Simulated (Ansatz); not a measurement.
# Cl₂MoOS: how energies converge with the basis set

The task here is to estimate one member of a computed series from the others.

The runs use Ansatz 0.2.0, Gaussian basis; one geometry, several basis sets.

The runs, in order: PBE0-D4/def2-SVP; ωB97M-V/def2-SVP; PBE0-D4/def2-QZVPP; ωB97M-V/def2-QZVPP; the functionals' def2-TZVPP values are taken from earlier runs.

**The relaxed structure**

The geometry comes from an earlier relaxation with PBE0-D4 in a triple-zeta def2 set; it is a stationary point. Mo takes the def2 core potential; no spin-orbit term is included.

SMILES `[O]=[Mo](=[S])([Cl])[Cl]`, 5 atoms, charge 0, spin multiplicity 1.

Atoms are counted from 1 here; the program's logs count them from 0.

Bond lengths: O1–Mo2 1.658 Å, Mo2–S3 2.094 Å, Mo2–Cl4 2.236 Å, Mo2–Cl5 2.236 Å. Angles: O1–Mo2–S3 107.4°, O1–Mo2–Cl4 109.4°, O1–Mo2–Cl5 109.4°, S3–Mo2–Cl4 109.0°, S3–Mo2–Cl5 109.0°, Cl4–Mo2–Cl5 112.6°.

The first run:

Contents of in.yaml:

```yaml
crystal:
  periodic: [false, false, false]
  atoms:
    - {symbol: O, position_ang: [0.007131, -0.082756, 1.739012]}
    - {symbol: Mo, position_ang: [0.008549, -0.017104, 0.082054]}
    - {symbol: S, position_ang: [1.496718, -1.325217, -0.594208]}
    - {symbol: Cl, position_ang: [-1.972776, -0.707841, -0.690010]}
    - {symbol: Cl, position_ang: [0.510277, 2.059218, -0.578249]}
basis:
  gaussian: {orbitals: def2-SVP}
hamiltonian: {xc: pbe0, dispersion: d4}
output: {orbitals: {seedname: orbitals}}
```

Steps of the session up to this table: PBE0-D4 in def2-SVP; ωB97M-V in def2-SVP; PBE0-D4 in def2-QZVPP; ωB97M-V in def2-QZVPP.

One of the session's tables, all rows but one given; the rest of the session is left out.

It belongs to the step «Density functionals: the series». 

```
functional       basis  HOMO (eV)  LUMO (eV)
   PBE0-D4    def2-SVP      -8.43      -3.96
   PBE0-D4  def2-TZVPP      -8.39      -3.94
   PBE0-D4  def2-QZVPP      -8.39      -3.94
   ωB97M-V    def2-SVP     -10.51      -1.90
   ωB97M-V  def2-TZVPP     -10.50      -1.94
   ωB97M-V  def2-QZVPP          ?          ?
```

Estimate the missing values for ωB97M-V, def2-QZVPP.

**Answer.** HOMO (eV): -10.51; LUMO (eV): -1.95.
